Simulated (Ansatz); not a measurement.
# BF2H4N: the cost of one run

The runs use Ansatz 0.2.0, Gaussian basis; PBE0-D4/def2-SVP.

## 1. Starting geometry

The first end: 8 atoms, charge 0, spin multiplicity 1.

Atoms are counted from 1 here; the program's logs count them from 0.

Bond lengths: B1–H2 1.214 Å, B1–F3 1.379 Å, B1–F4 1.379 Å, B1–N6 1.674 Å, H5–N6 1.015 Å, N6–H7 1.017 Å, N6–H8 1.015 Å. Angles: H2–B1–F3 114.9°, H2–B1–F4 114.9°, H2–B1–N6 106.0°, F3–B1–F4 113.2°, F3–B1–N6 102.9°, F4–B1–N6 102.9°, B1–N6–H5 110.8°, B1–N6–H7 108.6°, B1–N6–H8 110.8°, H5–N6–H7 108.8°, H5–N6–H8 109.1°, H7–N6–H8 108.8°.

As a file:

```xyz
8
charge 0, multiplicity 1
B    -0.16812   -0.33977   -0.75994
H     0.68005    0.04197   -1.54064
F    -0.13495   -1.68960   -0.47959
F    -1.43989    0.13339   -1.00590
H     0.19467    1.37077    0.64745
N     0.21284    0.35828    0.71323
H    -0.47649    0.06280    1.40020
H     1.13200    0.06228    1.02519
```

The second end:

```xyz
8
charge 0, multiplicity 1
B    -0.4917   -0.6978   -0.0013
H     0.9548    1.1457   -2.0377
F     0.2821   -1.6348   -0.5406
F    -1.5720   -0.3248   -0.6805
H     1.1481    1.4749   -1.3962
N    -0.1850   -0.1320    1.2335
H    -0.7588    0.5726    1.6592
H     0.6226   -0.4037    1.7635
```

## 2. The band at PBE0-D4/def2-SVP

neb/in.yaml

```yaml
crystal:
  periodic: [false, false, false]
  atoms:
    - {symbol: B, position_ang: [-0.168125, -0.339775, -0.759935]}
    - {symbol: H, position_ang: [0.680046, 0.041965, -1.540644]}
    - {symbol: F, position_ang: [-0.134947, -1.689599, -0.479594]}
    - {symbol: F, position_ang: [-1.439889, 0.133387, -1.005898]}
    - {symbol: H, position_ang: [0.194667, 1.370768, 0.647449]}
    - {symbol: N, position_ang: [0.212842, 0.358278, 0.713226]}
    - {symbol: H, position_ang: [-0.476491, 0.062798, 1.400204]}
    - {symbol: H, position_ang: [1.131997, 0.062279, 1.025191]}
basis:
  gaussian: {orbitals: def2-SVP}
hamiltonian: {xc: pbe0, dispersion: d4}
neb:
  images: 5
  climbing: true
  max_iterations: 40
  initial_path: idpp
  final_atoms:
    - {symbol: B, position_ang: [-0.491665, -0.697824, -0.001260]}
    - {symbol: H, position_ang: [0.954828, 1.145745, -2.037697]}
    - {symbol: F, position_ang: [0.282055, -1.634843, -0.540566]}
    - {symbol: F, position_ang: [-1.571967, -0.324790, -0.680453]}
    - {symbol: H, position_ang: [1.148086, 1.474904, -1.396173]}
    - {symbol: N, position_ang: [-0.185006, -0.131995, 1.233505]}
    - {symbol: H, position_ang: [-0.758831, 0.572563, 1.659186]}
    - {symbol: H, position_ang: [0.622600, -0.403662, 1.763459]}
```

The run is started by

```
ansatz run in.yaml --threads 2 --pin off --events-out ev --progress --plain --max-ram 4352MiB
```

**Question.** How long does this run take on 2 threads of Arm Neoverse V2, shared host?

About 1.8 min.
